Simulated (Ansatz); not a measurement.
# SnTe3: relaxation of cell and atoms with PBEsol

The system is SnTe3.

```xyz
4
Lattice="0.0000 3.8612 3.8612 3.8612 0.0000 3.8612 3.8612 3.8612 0.0000" Properties=species:S:1:pos:R:3 pbc="T T T"
Te    3.8612    3.8612    3.8612
Te    5.7918    5.7918    5.7918
Te    1.9306    1.9306    1.9306
Sn    0.0000    0.0000    0.0000
```

The cell comes from a database or a generator and needn't be the stable form of this composition.

```yaml
Program: Ansatz 0.2.0
Task: relaxation of cell and atoms
Functional: PBEsol
Potentials_or_basis: all-electron LAPW, scalar-relativistic
Basis_error_allowed: 0.002 eV/atom
k_mesh: 6 × 6 × 6
Occupations: fermi-dirac, width 0.05 eV
Spin: no spin polarisation
```

```json
{"Relaxed volume": "27.21 Å³/atom", "Relaxed cell": "a = 5.359 Å, b = 5.359 Å, c = 5.359 Å, α = 60.00°, β = 60.00°, γ = 60.00°", "Space group after relaxing (to 0.05 Å)": "Fm-3m (No. 225)", "Energy gained by relaxing": "14.3 meV/atom", "Ionic steps": "5", "Pressure after relaxing": "0.0 GPa"}
```

The path:
```
step  energy change (eV)  largest force (eV/Å)  volume (Å³)
   1              0.0000                0.0000       115.13
   2             -0.0522                0.0000       107.09
   3             -0.0572                0.0000       109.00
   4             -0.0572                0.0000       108.85
   5             -0.0572                0.0000       108.85
```

Final structure:
```cif
data_structure
_symmetry_space_group_name_H-M 'P 1'
_symmetry_Int_Tables_number 1
_cell_length_a 5.3594
_cell_length_b 5.3594
_cell_length_c 5.3594
_cell_angle_alpha 60.000
_cell_angle_beta 60.000
_cell_angle_gamma 60.000
_cell_volume 108.85
loop_
_atom_site_label
_atom_site_type_symbol
_atom_site_fract_x
_atom_site_fract_y
_atom_site_fract_z
_atom_site_occupancy
Te1 Te 0.50000 0.50000 0.50000 1
Te2 Te 0.75000 0.75000 0.75000 1
Te3 Te 0.25000 0.25000 0.25000 1
Sn1 Sn 0.00000 0.00000 0.00000 1
```

It took 23 s on 2 threads of Arm Neoverse V2 (shared host), peak memory 0.36 GiB.

The run has no spin-orbit coupling, so splittings on Te are missing.
